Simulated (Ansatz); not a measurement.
# (10−10) slab of wurtzite AlN, 14.4 Å thick as cut, bare faces, part 1 of 2

Wanted: surface relaxation, gap and band-edge positions (PBEsol and HSE06).

Method: density functional theory in Ansatz 0.2.0, PAW datasets, plane waves.

### 1 Starting point

24 atoms (12 Al, 12 N); a = 4.984 Å, b = 3.114 Å, c = 27.382 Å, α = 90.00°, β = 90.00°, γ = 90.00°. All atoms were shaken off their sites by about 0.02 Å along each axis.

The runs, in order: (2) PBEsol relaxation at a 4×6×1 mesh, on 1 × data-centre GPU with 2 threads; (3) HSE06 single point at a 3×4×1 mesh, on 1 × data-centre GPU with 2 threads.

Coordinates:

```
CELL_PARAMETERS angstrom
0.00000 0.00000 4.98353
3.11382 0.00000 0.00000
0.00000 27.38210 0.00000
ATOMIC_POSITIONS crystal
Al 0.49963 0.48805 0.23731
Al 0.50064 0.00057 0.33701
Al 0.49563 0.49883 0.43565
Al 0.50057 0.99152 0.53267
Al 0.49828 0.50066 0.63073
Al 0.50138 0.99255 0.72947
Al 0.99433 0.01729 0.27050
Al 0.99333 0.49950 0.36730
Al 0.98891 0.00079 0.46811
Al 0.99503 0.49828 0.56686
Al 0.99833 0.01053 0.66515
Al 0.99490 0.49897 0.76250
N 0.37977 0.99300 0.26969
N 0.38221 0.49847 0.36861
N 0.37880 0.00439 0.46648
N 0.38092 0.49636 0.56420
N 0.37580 0.01508 0.66407
N 0.37580 0.50964 0.76367
N 0.87808 0.50309 0.23858
N 0.88138 0.99372 0.33545
N 0.87589 0.49032 0.43392
N 0.87705 0.00362 0.53324
N 0.87103 0.50622 0.63089
N 0.87471 0.99890 0.72889
```

### 2 Relaxing the atoms with PBEsol

Input file in.yaml:

```yaml
crystal:
  lattice:
    - [0.000000, 0.000000, 4.983529]
    - [3.113816, 0.000000, 0.000000]
    - [0.000000, 27.382100, 0.000000]
  atoms:
    - { symbol: Al, position: [0.499627, 0.488051, 0.237314] }
    - { symbol: Al, position: [0.500644, 0.000571, 0.337012] }
    - { symbol: Al, position: [0.495634, 0.498826, 0.435646] }
    - { symbol: Al, position: [0.500566, 0.991522, 0.532670] }
    - { symbol: Al, position: [0.498279, 0.500659, 0.630727] }
    - { symbol: Al, position: [0.501379, 0.992549, 0.729468] }
    - { symbol: Al, position: [0.994329, 0.017291, 0.270499] }
    - { symbol: Al, position: [0.993330, 0.499500, 0.367296] }
    - { symbol: Al, position: [0.988912, 0.000792, 0.468107] }
    - { symbol: Al, position: [0.995033, 0.498281, 0.566865] }
    - { symbol: Al, position: [0.998326, 0.010529, 0.665147] }
    - { symbol: Al, position: [0.994898, 0.498974, 0.762505] }
    - { symbol: N, position: [0.379765, 0.993000, 0.269685] }
    - { symbol: N, position: [0.382213, 0.498474, 0.368613] }
    - { symbol: N, position: [0.378803, 0.004394, 0.466476] }
    - { symbol: N, position: [0.380919, 0.496363, 0.564200] }
    - { symbol: N, position: [0.375797, 0.015077, 0.664068] }
    - { symbol: N, position: [0.375797, 0.509636, 0.763671] }
    - { symbol: N, position: [0.878082, 0.503086, 0.238579] }
    - { symbol: N, position: [0.881377, 0.993722, 0.335446] }
    - { symbol: N, position: [0.875895, 0.490319, 0.433919] }
    - { symbol: N, position: [0.877046, 0.003615, 0.533241] }
    - { symbol: N, position: [0.871026, 0.506216, 0.630886] }
    - { symbol: N, position: [0.874707, 0.998899, 0.728886] }
kpoints:
  mp_grid: { grid: [4, 6, 1] }
hamiltonian:
  xc: pbesol
scf:
  occupations: { method: fermi_dirac, width: 0.01 }
relax:
  f_tol: 0.03
  max_steps: 80
  escape_saddle: false
  adjacent_minimum: "off"
output:
  forces: true
  eigenvalues: true
  populations: true
```

Launch:

```bash
$ ansatz run in.yaml --threads 2 --pin off --max-ram 30400MiB --runs-dir r --events-out ev --progress --plain --backend cuda --devices 0, --max-vram 18GiB
```

The log of the run:

```text
Pseudopotentials: kind: paw
Functional definition: PBEsol
  exchange = pbesol_x
  correlation = pbesol_c
Crystal: 24 atoms, lattice volume = 424.910 Å³
Basis set: ecut = 420 eV, 8341 PW (Γ), exchange–correlation on 72×48×384 points (8 copies of the dense FFT grid, shifted against one another)
Bands: 72, of which v1, the nominal top of the filled ones, is band 48 counted from 1 (47 counted from 0)
Symmetry: 1 space group operations
Space group: P1 (ITA 1), of the structure as read, at distance tolerance 7.5e-5 Å
k-points: 14 of 24 (time reversal used)
Non-local potential: Al, projectors of the file, l = 0: 2, l = 1: 2, l = 2: 1
Non-local potential: N, projectors of the file, l = 0: 2, l = 1: 2, l = 2: 1
PAW form: soft (Blöchl's): semilocal exchange-correlation on the pseudo side does not see the compensation charge
PAW frozen core: Al, regenerated for the run's functional, and the local potential with it (the file was generated under x = pbe(κ = 0.804, μ = 0.2195149727645171), c = pbe(β = 0.06672455060314922))
PAW frozen core: N, regenerated for the run's functional, and the local potential with it (the file was generated under x = pbe(κ = 0.804, μ = 0.2195149727645171), c = pbe(β = 0.06672455060314922))
PAW one-centre angular grid: Al, 110 points (default); XC on 64 Gauss nodes
PAW one-centre angular grid: N, 110 points (default); XC on 64 Gauss nodes
Initial density: superposition of atomic densities (neutral atoms: chi_scale 0, normalization atom), corrected by the library's trained network
Initial wavefunctions: pseudopotential atomic-orbital guess
Functional: x = pbesol(κ = 0.804, μ = 0.12345679012345678), c = pbesol(β = 0.046)
SCF iter   1: F=—  HF=-10865.812073 eV  |F-HF|=—  |Δ(HF+E_count)|=         —  Δρ=8.45e-3  dr2=3.52e-1  ethr=1.77e-3  ⟨swp⟩=11.6  Hψ=6272  notcnv=0  defer=147
preconditioner: auto → Resta (q_TF=auto, 2.129 Å⁻¹)  ε∞=3.2  [insulator: Δε(μ)=1.118 eV  Ē_g=11.972 eV  σ=0.010 eV  W_gap=1.00  n_scr=58 (ndim 8)  ℏωp=17.6 eV  f_vac=0.354  D(μ)=0.00/eV (n_scr^D=0)  ε∞_Penn≈3.2  vacuum switching on, ρ_ref=1.0e-2 e/Å³]
SCF iter   2: F=—  HF=-10865.723650 eV  |F-HF|=—  |Δ(HF+E_count)|=   8.84e-2  Δρ=2.27e-3  dr2=3.01e-2  ethr=3.67e-4  ⟨swp⟩=2.1  Hψ=1768  notcnv=0  defer=253
SCF iter   3: F=—  HF=-10865.718216 eV  |F-HF|=—  |Δ(HF+E_count)|=   5.43e-3  Δρ=9.33e-4  dr2=4.89e-3  ethr=3.14e-5  ⟨swp⟩=3.1  Hψ=1474  notcnv=0  defer=253
SCF iter   4: F=—  HF=-10865.717328 eV  |F-HF|=—  |Δ(HF+E_count)|=   8.87e-4  Δρ=5.20e-4  dr2=1.27e-3  ethr=5.09e-6  ⟨swp⟩=2.5  Hψ=1736  notcnv=0  defer=253
SCF iter   5: F=—  HF=-10865.717226 eV  |F-HF|=—  |Δ(HF+E_count)|=   1.03e-4  Δρ=1.58e-4  dr2=8.89e-5  ethr=1.32e-6  ⟨swp⟩=2.3  Hψ=1396  notcnv=0  defer=253
SCF iter   6: F=-10865.717233 eV  HF=-10865.717237 eV  |F-HF|=4.17e-6  |Δ(HF+E_count)|=   1.12e-5  Δρ=4.53e-5  dr2=9.04e-6  ethr=2.34e-8  ⟨swp⟩=25.7  Hψ=8331  notcnv=0
SCF 1 converged in 6 iterations: F = -10865.717233 eV  dr2 = 9.04e-6
relax step   1: F+E_penalty+E_count = -10865.71723264 eV  Δ(F+E_penalty+E_count) = +0.000e0 eV  max|allowed force component| = 2.081e0 eV/Å  Δτ_max = 0.0000 Å  (6 SCF iters, dr2 threshold 2.25e-5 eV, accepted)
Initial density: handed on by an earlier stage of this run
Initial wavefunctions: those handed on with the density
iter 1 solved again at ethr=3.13e-4 eV; its pass at ethr=3.10e-3 eV (dr2=3.00e-1 eV) is discarded
SCF iter   1: F=—  HF=-10866.682921 eV  |F-HF|=—  |Δ(HF+E_count)|=         —  Δρ=7.46e-3  dr2=3.04e-1  ethr=3.13e-4  ⟨swp⟩=1.7  Hψ=3870  notcnv=0  defer=260
preconditioner: auto → Resta (q_TF=auto, 2.129 Å⁻¹)  ε∞=3.1  [insulator: Δε(μ)=1.573 eV  Ē_g=12.186 eV  σ=0.010 eV  W_gap=1.00  n_scr=58 (ndim 8)  ℏωp=17.6 eV  f_vac=0.366  D(μ)=0.00/eV (n_scr^D=0)  ε∞_Penn≈3.1  vacuum switching on, ρ_ref=1.1e-2 e/Å³]
SCF iter   2: F=—  HF=-10866.620527 eV  |F-HF|=—  |Δ(HF+E_count)|=   6.24e-2  Δρ=3.53e-3  dr2=6.08e-2  ethr=3.13e-4  ⟨swp⟩=3.0  Hψ=1378  notcnv=0  defer=260
SCF iter   3: F=—  HF=-10866.612769 eV  |F-HF|=—  |Δ(HF+E_count)|=   7.76e-3  Δρ=1.75e-3  dr2=1.58e-2  ethr=6.34e-5  ⟨swp⟩=3.4  Hψ=1843  notcnv=0  defer=250
SCF iter   4: F=—  HF=-10866.612249 eV  |F-HF|=—  |Δ(HF+E_count)|=   5.20e-4  Δρ=5.53e-4  dr2=1.61e-3  ethr=1.65e-5  ⟨swp⟩=3.5  Hψ=1591  notcnv=0  defer=245
SCF iter   5: F=—  HF=-10866.612467 eV  |F-HF|=—  |Δ(HF+E_count)|=   2.18e-4  Δρ=2.38e-4  dr2=3.54e-4  ethr=1.68e-6  ⟨swp⟩=2.0  Hψ=1705  notcnv=0  defer=245
SCF iter   6: F=-10866.612534 eV  HF=-10866.612518 eV  |F-HF|=1.67e-5  |Δ(HF+E_count)|=   5.06e-5  Δρ=7.09e-5  dr2=2.65e-5  ethr=1.04e-7  ⟨swp⟩=19.9  Hψ=7488  notcnv=0
SCF 2 converged in 6 iterations: F = -10866.612534 eV  dr2 = 2.65e-5
relax step   2: F+E_penalty+E_count = -10866.61253450 eV  Δ(F+E_penalty+E_count) = -8.953e-1 eV  max|allowed force component| = 1.379e0 eV/Å  Δτ_max = 0.1823 Å  (6 SCF iters, dr2 threshold 1.00e-4 eV, accepted)
SCF iter   1: F=—  HF=-10867.111965 eV  |F-HF|=—  |Δ(HF+E_count)|=         —  Δρ=8.12e-3  dr2=3.65e-1  ethr=1.78e-3  ⟨swp⟩=4.3  Hψ=2570  notcnv=0  defer=218
preconditioner: auto → Resta (q_TF=auto, 2.129 Å⁻¹)  ε∞=3.1  [insulator: Δε(μ)=2.584 eV  Ē_g=12.323 eV  σ=0.010 eV  W_gap=1.00  n_scr=58 (ndim 8)  ℏωp=17.6 eV  f_vac=0.371  D(μ)=0.00/eV (n_scr^D=0)  ε∞_Penn≈3.1  vacuum switching on, ρ_ref=1.1e-2 e/Å³]
SCF iter   2: F=—  HF=-10867.012438 eV  |F-HF|=—  |Δ(HF+E_count)|=   9.95e-2  Δρ=3.41e-3  dr2=6.02e-2  ethr=3.80e-4  ⟨swp⟩=2.4  Hψ=1795  notcnv=0  defer=244
SCF iter   3: F=—  HF=-10867.000079 eV  |F-HF|=—  |Δ(HF+E_count)|=   1.24e-2  Δρ=1.65e-3  dr2=1.26e-2  ethr=6.27e-5  ⟨swp⟩=3.0  Hψ=1458  notcnv=0  defer=244
[... from here the SCF cycle lines were not kept, up to the last twenty ...]
relax step   3: F+E_penalty+E_count = -10866.99843898 eV  Δ(F+E_penalty+E_count) = -3.859e-1 eV  max|allowed force component| = 2.196e-1 eV/Å  Δτ_max = 0.1261 Å  (6 SCF iters, dr2 threshold 1.00e-4 eV, accepted)
[... 7 lines left out ...]
relax step   4: F+E_penalty+E_count = -10867.00602885 eV  Δ(F+E_penalty+E_count) = -7.590e-3 eV  max|allowed force component| = 1.936e-1 eV/Å  Δτ_max = 0.0324 Å  (8 SCF iters, dr2 threshold 3.01e-6 eV, accepted)
[... 7 lines left out ...]
relax step   5: F+E_penalty+E_count = -10867.00893648 eV  Δ(F+E_penalty+E_count) = -2.908e-3 eV  max|allowed force component| = 1.734e-2 eV/Å  Δτ_max = 0.0163 Å  (5 SCF iters, dr2 threshold 2.34e-6 eV, accepted)
iter 1 solved again at ethr=9.64e-10 eV; its pass at ethr=3.10e-3 eV (dr2=9.25e-7 eV) is discarded
SCF iter   1: F=—  HF=-10867.008810 eV  |F-HF|=—  |Δ(HF+E_count)|=         —  Δρ=1.41e-5  dr2=9.32e-7  ethr=9.64e-10  ⟨swp⟩=1.0  Hψ=2436  notcnv=0
preconditioner: auto → Resta (q_TF=auto, 2.129 Å⁻¹)  ε∞=3.1  [insulator: Δε(μ)=2.775 eV  Ē_g=12.299 eV  σ=0.010 eV  W_gap=1.00  n_scr=58 (ndim 8)  ℏωp=17.6 eV  f_vac=0.369  D(μ)=0.00/eV (n_scr^D=0)  ε∞_Penn≈3.1  vacuum switching on, ρ_ref=1.1e-2 e/Å³]
SCF iter   2: F=—  HF=-10867.008937 eV  |F-HF|=—  |Δ(HF+E_count)|=   1.27e-4  Δρ=6.86e-6  dr2=2.26e-7  ethr=9.64e-10  ⟨swp⟩=2.0  Hψ=1435  notcnv=0
SCF iter   3: F=-10867.008937 eV  HF=-10867.008937 eV  |F-HF|=3.93e-8  |Δ(HF+E_count)|=   5.84e-8  Δρ=3.76e-6  dr2=7.51e-8  ethr=1.04e-10  ⟨swp⟩=6.2  Hψ=3696  notcnv=0
SCF 6 converged in 3 iterations: F = -10867.008937 eV  dr2 = 7.51e-8
relax step   6: F+E_penalty+E_count = -10867.00893686 eV  Δ(F+E_penalty+E_count) = -3.804e-7 eV  max|allowed force component| = 1.745e-2 eV/Å  Δτ_max = 0.0000 Å  (3 SCF iters, accepted)
SCF converged after 3 iterations
Free energy (F): -10867.008937 eV
Harris-Foulkes:  -10867.008937 eV  (|F-HF|=3.93e-8)
Internal energy: -10867.008937 eV  (E = F + TS)
E sigma→0 (E₀):  -10867.008937 eV
Fermi energy:    3.400995 eV
--- Per-component energies (eV) ---
  E_band       = -330.658785
  E_kinetic    = 1900.329645
  E_local      = -45019.028977  (includes V_loc(G=0)·N_el)
  E_nonlocal   = 670.003976
  E_hartree    = 21841.640353
  E_xc         = -1205.417775
  E_vxc        = -1285.543932  (∫ρ·V_xc dr)
  E_paw        = -6933.107071  (= ΣΔE_a)
  E_vpaw       = -279.726930  (= ΣTr[D̂ρ^β])
  E_aug_tail   = 0.001118  (compensation charges beyond the density's cutoff)
  E_ewald      = 17878.002940
  E_core_change = 0.566854  (= ΣΔE_core)
  E_smearing   = -0.000000  (= −TS)
  E_closure    = -0.000000  (closes the sum)
  Σ components = -10867.008937   (vs F -10867.008937, Δ=0.00e0)
--- Forces (eV/Å), atoms counted from 1 ---
  atom   1  Al    -0.00113698     0.00445089    -0.00235513
  atom   2  Al    -0.00043761    -0.00533434     0.00349068
  atom   3  Al     0.00018449    -0.00039849    -0.00171285
  atom   4  Al     0.00012050     0.00940383     0.00067113
  atom   5  Al     0.00054258     0.01554603     0.00119561
  atom   6  Al    -0.00086352     0.00893546     0.00634358
  atom   7  Al     0.00076600    -0.00116809     0.00104402
  atom   8  Al    -0.00024031    -0.00331422     0.00012225
  atom   9  Al    -0.00012696     0.00493801    -0.00022896
  atom  10  Al     0.00040870     0.01499938    -0.00271563
  atom  11  Al     0.00039242     0.01743375     0.00619129
  atom  12  Al     0.00104123    -0.00761993    -0.00800487
  atom  13  N      0.00116875     0.00526160     0.00183823
  atom  14  N     -0.00020666     0.00095622     0.00480608
  atom  15  N     -0.00010734    -0.00468870    -0.00036879
  atom  16  N     -0.00076853    -0.01682763    -0.00386117
  atom  17  N     -0.00076675    -0.01229955    -0.00936876
  atom  18  N      0.00139941     0.00105535    -0.00513924
  atom  19  N     -0.00114033     0.00138527    -0.00238620
  atom  20  N      0.00086529     0.00001635    -0.00436778
  atom  21  N     -0.00000063     0.00035193    -0.00203350
  atom  22  N      0.00044078    -0.00887282     0.00022618
  atom  23  N     -0.00065990    -0.01406061     0.01202794
  atom  24  N     -0.00087405    -0.01042372     0.00452081
  max |Σ_I F_I| component: 2.74e-4 eV/Å
--- Band table (eV; the first three rows and the last of 14) ---
  k-point 0: bands = ["-13.4369", "-13.2471", "-12.9221", "-12.4863", "-11.9885", "-11.5865", "-11.2565", "-11.0932", "-10.8941", "-10.7619", "-10.2836", "-10.2711", "-4.3072", "-4.0558", "-3.6815", "-3.6296", "-3.1236", "-3.0483", "-2.4022", "-2.2596", "-2.2407", "-1.8184", "-1.6289", "-1.1534", "-0.7672", "-0.4970", "-0.4408", "-0.2184", "-0.0528", "0.0789", "0.1576", "0.2377", "0.4150", "0.6946", "0.7668", "0.9023", "0.9886", "1.1031", "1.1055", "1.2569", "1.3248", "1.3915", "1.4722", "1.6006", "1.6860", "1.6993", "1.8631", "1.8868", "4.7821", "4.8789", "6.3842", "7.1866", "7.3277", "7.3557", "7.5085", "7.7049", "7.7068", "8.1055", "8.1469", "8.5946", "8.6238", "8.6724", "9.1451", "9.1475", "9.5907", "9.6597", "9.9753", "10.1928", "10.4986", "10.9494", "11.3302", "11.5943"]
  k-point 1: bands = ["-13.1771", "-12.9990", "-12.6923", "-12.2812", "-11.8092", "-11.4170", "-11.1174", "-10.9732", "-10.8065", "-10.7215", "-10.2194", "-10.2067", "-3.9950", "-3.7517", "-3.4237", "-3.3389", "-2.9113", "-2.7739", "-2.2287", "-2.2003", "-2.0944", "-1.8638", "-1.6642", "-1.5713", "-1.4990", "-1.3412", "-1.0301", "-0.9210", "-0.8405", "-0.3564", "-0.1957", "-0.1679", "0.1235", "0.2046", "0.2847", "0.3001", "0.3521", "0.5372", "0.6592", "0.7530", "0.9747", "1.1336", "1.2220", "1.3357", "1.3762", "1.4886", "1.9460", "1.9702", "5.3593", "5.3745", "7.0650", "7.0736", "7.4877", "7.6909", "7.9641", "8.3378", "8.4465", "8.5400", "8.7547", "9.1645", "9.2958", "9.4275", "9.5959", "9.8486", "9.9036", "10.1867", "10.1911", "10.3381", "10.3535", "10.7566", "10.7606", "10.8545"]
  k-point 2: bands = ["-12.4797", "-12.3520", "-12.1177", "-11.8023", "-11.4318", "-11.0273", "-10.8316", "-10.7817", "-10.7395", "-10.7105", "-10.1268", "-10.1140", "-3.2780", "-3.2539", "-3.1977", "-3.1162", "-2.9718", "-2.9082", "-2.5545", "-2.5454", "-2.2753", "-2.2259", "-2.0999", "-2.0374", "-2.0221", "-1.8744", "-1.6379", "-1.5344", "-1.4925", "-1.2393", "-1.1979", "-0.8625", "-0.7738", "-0.5287", "-0.3832", "-0.2450", "-0.2065", "0.0462", "0.1828", "0.3932", "0.6534", "0.7593", "0.8346", "0.9453", "1.0058", "1.0833", "1.8936", "1.9071", "5.9946", "6.0076", "6.6819", "7.0320", "7.4793", "7.9225", "8.0410", "8.1251", "8.5517", "8.6416", "8.7486", "9.1001", "9.3363", "9.4507", "9.6664", "9.6761", "9.9551", "10.1467", "10.1923", "10.3835", "10.5440", "10.6955", "10.9474", "11.2935"]
  k-point 13: bands = ["-11.6168", "-11.6020", "-11.2614", "-11.2529", "-11.1550", "-11.1528", "-11.1061", "-11.1023", "-10.8973", "-10.8877", "-10.0490", "-10.0364", "-4.0338", "-4.0237", "-3.9070", "-3.9038", "-3.7098", "-3.7086", "-3.6031", "-3.6027", "-3.3999", "-3.3969", "-3.1684", "-3.1577", "-1.1463", "-1.1391", "-1.0154", "-1.0127", "-0.5391", "-0.5359", "-0.3419", "-0.3411", "0.1101", "0.1128", "0.3162", "0.3181", "0.3707", "0.3808", "0.5895", "0.5925", "0.6089", "0.6094", "0.6958", "0.7008", "0.8629", "0.8759", "1.9899", "2.0028", "5.9305", "5.9423", "7.0205", "7.0216", "7.1580", "7.1635", "7.5931", "7.5955", "7.7210", "7.7274", "8.2286", "8.2383", "8.3869", "8.3958", "9.9297", "9.9410", "10.7574", "10.7617", "10.8103", "10.8121", "11.0023", "11.0100", "11.0371", "11.0458"]
--- Relaxed structure (6 steps of the walk, 6 accepted, 0 SCFs on fresh bases) ---
  F+E_penalty+E_count = -10867.00893686 eV   max|allowed force component| = 1.745e-2 eV/Å
  atoms:
    - { symbol: Al, position: [0.5214681290306026, 0.500510023692106, 0.24693482014093487] }
    - { symbol: Al, position: [0.4979259391995713, 0.0004926083922092897, 0.33738749201123375] }
[... 22 atoms left out; the next input holds them all, rounded ...]
--- Löwdin populations: 24 sites ---
  site symbol       q [e]
     0     Al      1.8371
     1     Al      1.9371
     2     Al      1.9246
     3     Al      1.9250
     4     Al      1.9277
     5     Al      1.9198
     6     Al      1.9199
     7     Al      1.9277
     8     Al      1.9250
     9     Al      1.9246
    10     Al      1.9371
    11     Al      1.8372
    12      N      6.0262
    13      N      6.0073
    14      N      6.0096
    15      N      6.0101
    16      N      6.0182
    17      N      6.0293
    18      N      6.0292
    19      N      6.0182
    20      N      6.0101
    21      N      6.0096
    22      N      6.0073
    23      N      6.0261
  spilling = 0.008915 (of n_electrons = 96.000000)
```

Run time: 19 s. Hardware: 1 × data-centre GPU with 2 threads, shared host; peak host memory 1.2 GiB.

Recorded steps of the relaxation:

| accepted step | energy change (eV) | largest force component (eV/Å) | SCF cycles |
| --- | --- | --- | --- |
| 1 | 0.000 | 2.081 | 6 |
| 2 | -0.895 | 1.379 | 6 |
| 3 | -1.281 | 0.220 | 6 |
| 4 | -1.289 | 0.194 | 8 |
| 5 | -1.292 | 0.017 | 5 |
| 6 | -1.292 | 0.017 | 3 |

Largest shifts, less the median shift:

| atom | shift (Å) | dx | dy | dz |
| --- | --- | --- | --- | --- |
| Al12 | 0.302 | 0.001 | -0.267 | 0.142 |
| Al1 | 0.281 | 0.035 | 0.253 | 0.118 |
| Al7 | 0.112 | -0.056 | -0.095 | -0.016 |
| Al6 | 0.095 | 0.021 | 0.077 | -0.051 |
| N18 | 0.089 | -0.033 | -0.082 | -0.001 |
| Al11 | 0.086 | -0.035 | -0.078 | 0.007 |
| Al9 | 0.056 | -0.005 | -0.039 | 0.040 |
| N17 | 0.053 | -0.049 | -0.011 | 0.018 |

Bonds in the relaxed cell, counted within a distance cut:

| pair | count | mean (Å) | spread (Å) | least | most |
| --- | --- | --- | --- | --- | --- |
| Al–N | 46 | 1.883 | 0.039 | 1.768 | 1.960 |

Spacing of the frontier levels at a 4×6×1 mesh: 2.78 eV (2.007 to 4.782 eV).

The top filled level lies 5.71 eV and the lowest empty level 2.93 eV below the vacuum level.

(Continued in part 2 of 2.)
